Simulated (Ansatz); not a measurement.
# CH₇AsBNSi: one species, many methods

How much do the methods differ for CH₇AsBNSi? The plan is to run it at one geometry with functionals of several rungs and with coupled cluster, and see how far each lands from CCSD(T) at the basis-set limit for the atomisation energy.

Program: Ansatz 0.2.0, Gaussian basis. Level of theory: functionals in def2-TZVPP, the program's frozen cores in correlated methods. These are calculated values, not measurements.

The runs, in order: PBE-D4, r2SCAN-D4, PBE0-D4, B3LYP-D4, ωB97X-V, ωB97M-V, B2PLYP; CCSD(T)/def2-TZVPP; MP2/def2-QZVPP; extrapolation to the limit.

**1. The geometry**

An earlier PBE0-D4/def2-TZVP relaxation fixed the geometry.

SMILES `NB1[SiH2]C1[AsH2]`, 12 atoms, charge 0, spin multiplicity 1.

Atoms are counted from 1 here; the program's logs count them from 0.

Bond lengths: N1–B2 1.378 Å, N1–H6 1.005 Å, N1–H7 1.008 Å, B2–Si3 1.941 Å, B2–C4 1.557 Å, Si3–C4 1.892 Å, Si3–H8 1.483 Å, Si3–H9 1.487 Å, C4–As5 1.968 Å, C4–H10 1.088 Å, As5–H11 1.529 Å, As5–H12 1.529 Å. Angles: B2–N1–H6 122.8°, B2–N1–H7 123.2°, H6–N1–H7 114.0°, N1–B2–Si3 156.0°, N1–B2–C4 138.8°, Si3–B2–C4 64.4°, B2–Si3–C4 47.9°, B2–Si3–H8 128.3°, B2–Si3–H9 118.6°, C4–Si3–H8 116.4°, C4–Si3–H9 116.4°, H8–Si3–H9 111.8°, B2–C4–Si3 67.7°, B2–C4–As5 107.7°, B2–C4–H10 124.1°, Si3–C4–As5 114.5°, Si3–C4–H10 126.1°, As5–C4–H10 110.2° and more.

**2. PBE-D4 (GGA)**

Input file in.yaml:

```yaml
crystal:
  periodic: [false, false, false]
  atoms:
    - {symbol: N, position_ang: [-0.582220, 2.023597, -0.475818]}
    - {symbol: B, position_ang: [-0.139914, 0.851178, 0.097836]}
    - {symbol: Si, position_ang: [0.090425, -0.451069, 1.518054]}
    - {symbol: C, position_ang: [0.919399, -0.257616, -0.171541]}
    - {symbol: As, position_ang: [0.204232, -1.443340, -1.570651]}
    - {symbol: H, position_ang: [-1.314190, 2.583938, -0.074528]}
    - {symbol: H, position_ang: [-0.204745, 2.394233, -1.333588]}
    - {symbol: H, position_ang: [-0.662650, -1.708139, 1.743857]}
    - {symbol: H, position_ang: [0.909045, -0.077079, 2.701441]}
    - {symbol: H, position_ang: [1.974644, -0.061796, -0.348689]}
    - {symbol: H, position_ang: [-1.267553, -1.158054, -1.272294]}
    - {symbol: H, position_ang: [0.150628, -2.751153, -0.780175]}
basis:
  gaussian: {orbitals: def2-TZVPP}
hamiltonian: {xc: pbe, dispersion: d4}
output: {forces: true, orbitals: {seedname: orbitals}}
```

Command:

```console
$ ansatz run in.yaml --threads 4 --pin off --events-out ev --progress --plain --max-ram 10444MiB
```

After this run come: r2SCAN-D4 (meta-GGA); PBE0-D4 (hybrid); B3LYP-D4 (hybrid); ωB97X-V (range-separated); ωB97M-V (range-separated); B2PLYP (double hybrid); CCSD(T) in def2-TZVPP; MP2 in def2-QZVPP.

**Question.** What will the summary of the whole plan be? Wanted: atomisation energy, CCSD(T)/CBS; farthest; mean size of error, hybrid; mean size of error, range-separated; gap, smallest and largest; T1 diagnostic; triples share of the correlation energy.

As calculated:

| quantity | value |
| --- | --- |
| atomisation energy, CCSD(T)/CBS | 3996.3 kJ/mol |
| functionals within 40.0 kJ/mol (1.0 %) | r2SCAN-D4, PBE0-D4, B3LYP-D4, ωB97M-V, B2PLYP |
| farthest | PBE-D4 (+102.0 kJ/mol) |
| mean size of error, hybrid | 34.1 kJ/mol |
| mean size of error, range-separated | 41.4 kJ/mol |
| gap, smallest and largest | 3.70 eV (PBE-D4), 9.96 eV (ωB97X-V) |
| T1 diagnostic | 0.0130 |
| triples share of the correlation energy | 4.2 % |

**Reading.** PBE-D4 is off by +102.0 kJ/mol, about 8.5 kJ/mol a bond. Double hybrids carry the basis error of their MP2 part in triple zeta, and no dispersion term here, so their miss is partly the set-up's. The reference freezes the cores and leaves out relativity and excitations past (T), and its outer-core shells are covered unevenly, so misses under about 40.0 kJ/mol can't be ranked. Hartree-Fock recovers 70 % of the binding; the rest is correlation. The gap grows from 3.7 to 10.0 eV across the functionals, mostly with the share of exact exchange. Correlated methods include outer-core shells of As, which these sets cover unevenly.
